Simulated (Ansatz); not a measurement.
# C₂H₅BO: how energies converge with the basis set

One table from this session's results is given with a row withheld; the runs are named, their logs left out.

The runs use Ansatz 0.2.0, Gaussian basis; one geometry, several basis sets.

Levels to be run: PBE0-D4/def2-SVP; ωB97M-V/def2-SVP; PBE0-D4/def2-QZVPP; ωB97M-V/def2-QZVPP; the functionals' def2-TZVPP values are taken from earlier runs.

### The relaxed structure

The geometry comes from an earlier relaxation with PBE0-D4 in a triple-zeta def2 set; it is a stationary point, not always the lowest conformer.

SMILES `CC1BO1`, 9 atoms, charge 0, spin multiplicity 1.

Atoms are counted from 1 here; the program's logs count them from 0.

Bond lengths: C1–C2 1.496 Å, C1–H5 1.094 Å, C1–H6 1.092 Å, C1–H7 1.094 Å, C2–B3 1.513 Å, C2–O4 1.510 Å, C2–H8 1.089 Å, B3–O4 1.328 Å, B3–H9 1.185 Å. Angles: C2–C1–H5 109.3°, C2–C1–H6 111.8°, C2–C1–H7 111.5°, H5–C1–H6 107.9°, H5–C1–H7 107.8°, H6–C1–H7 108.3°, C1–C2–B3 125.0°, C1–C2–O4 114.8°, C1–C2–H8 114.7°, B3–C2–O4 52.1°, B3–C2–H8 119.6°, O4–C2–H8 110.2°, C2–B3–O4 63.8°, C2–B3–H9 159.2°, O4–B3–H9 136.9°, C2–O4–B3 64.1°.

As a file:

```
C     0.0934    0.6938   -0.8936
C     0.1054   -0.5399   -0.0468
B    -0.4259   -0.6276    1.3669
O     0.8788   -0.4135    1.2435
H    -0.6274    0.5673   -1.7062
H    -0.1986    1.5763   -0.3213
H     1.0733    0.8826   -1.3416
H     0.3944   -1.4493   -0.5708
H    -1.2050   -0.7359    2.2527
```

Set-up of the first run:

in.yaml

```yaml
crystal:
  periodic: [false, false, false]
  atoms:
    - {symbol: C, position_ang: [0.093395, 0.693793, -0.893578]}
    - {symbol: C, position_ang: [0.105443, -0.539933, -0.046787]}
    - {symbol: B, position_ang: [-0.425889, -0.627587, 1.366888]}
    - {symbol: O, position_ang: [0.878758, -0.413511, 1.243549]}
    - {symbol: H, position_ang: [-0.627425, 0.567269, -1.706191]}
    - {symbol: H, position_ang: [-0.198591, 1.576336, -0.321333]}
    - {symbol: H, position_ang: [1.073319, 0.882638, -1.341593]}
    - {symbol: H, position_ang: [0.394429, -1.449333, -0.570803]}
    - {symbol: H, position_ang: [-1.205041, -0.735872, 2.252749]}
basis:
  gaussian: {orbitals: def2-SVP}
hamiltonian: {xc: pbe0, dispersion: d4}
output: {orbitals: {seedname: orbitals}}
```

Run with:

```
> ansatz run in.yaml --threads 2 --pin off --events-out ev --progress --plain --max-ram 4352MiB
```

Among the steps run: PBE0-D4 in def2-SVP; ωB97M-V in def2-SVP; PBE0-D4 in def2-QZVPP; ωB97M-V in def2-QZVPP.

One table of the session follows, with a row left open; its other results are not shown here.

It belongs to the step «Density functionals: the series». 

| functional | basis | HOMO (eV) | LUMO (eV) |
| --- | --- | --- | --- |
| PBE0-D4 | def2-SVP | -7.78 | -0.15 |
| PBE0-D4 | def2-TZVPP | -7.82 | -0.38 |
| PBE0-D4 | def2-QZVPP | -7.83 | -0.46 |
| ωB97M-V | def2-SVP | ? | ? |
| ωB97M-V | def2-TZVPP | -10.12 | 1.49 |
| ωB97M-V | def2-QZVPP | -10.13 | 1.23 |

**Question.** Estimate the row for ωB97M-V, def2-SVP.

**Answer.** HOMO (eV): -10.07; LUMO (eV): 1.95. In the column «HOMO (eV)» it lies between ωB97M-V, def2-TZVPP (-10.12) and PBE0-D4, def2-QZVPP (-7.83).
